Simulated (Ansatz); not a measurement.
# FH3O3Si: the cost of one run

All numbers below are computed with Ansatz 0.2.0 (RKS B3LYP/def2-mTZVP).

### Step 1. The structure to begin with

Bond lengths: Si1–F2 2.002 Å, Si1–O3 1.563 Å, Si1–O5 1.598 Å, Si1–O6 1.598 Å, O5–H7 0.954 Å, O6–H8 0.954 Å. Angles: F2–Si1–O3 77.4°, F2–Si1–O5 108.3°, F2–Si1–O6 106.4°, O3–Si1–O5 126.6°, O3–Si1–O6 126.9°, O5–Si1–O6 103.0°, Si1–O5–H7 119.8°, Si1–O6–H8 120.1°.

Coordinates:

```xyz
8

Si   -0.1587    0.2298    0.1128
F     0.7074   -1.3514   -0.7565
O    -1.3176   -0.3604   -0.7534
H    -0.4467   -1.2308   -1.0865
O     0.7146    1.5258   -0.2207
O     0.0499    0.0505    1.6869
H     0.7628    1.8475   -1.1170
H    -0.3116   -0.7111    2.1344
```

### Step 2. Pulling towards end A

Springs on the bonds that form and break draw the guess towards this end; the thresholds are loose.

Input file input.yaml:

```yaml
crystal:
  periodic: [false, false, false]
  atoms:
    - { symbol: Si, position_ang: [-0.1587, 0.2298, 0.1128] }
    - { symbol: F, position_ang: [0.7074, -1.3514, -0.7565] }
    - { symbol: O, position_ang: [-1.3176, -0.3604, -0.7534] }
    - { symbol: H, position_ang: [-0.4467, -1.2308, -1.0865] }
    - { symbol: O, position_ang: [0.7146, 1.5258, -0.2207] }
    - { symbol: O, position_ang: [0.0499, 0.0505, 1.6869] }
    - { symbol: H, position_ang: [0.7628, 1.8475, -1.117] }
    - { symbol: H, position_ang: [-0.3116, -0.7111, 2.1344] }
basis:
  gaussian: { orbitals: def2-mTZVP }
hamiltonian:
  xc: b3lyp
relax:
  f_tol: 0.15
  max_steps: 25
  restrain:
    - { distance: [3, 1], at: 2.18, k: 30.0 }
    - { distance: [0, 1], at: 1.68, k: 30.0 }
    - { distance: [3, 2], at: 0.97, k: 30.0 }
output:
  orbitals: {}
```

Command:

```sh
ansatz run input.yaml --threads 2 --pin off --max-ram 3072MiB --backend cpu --events-out ev --progress --plain --runs-dir out
```

Q: Estimate wall time and peak memory on 2 threads of AMD EPYC 9B45 (Zen 5), shared host.

About 7.5 s, with a peak of 0.25 GiB.
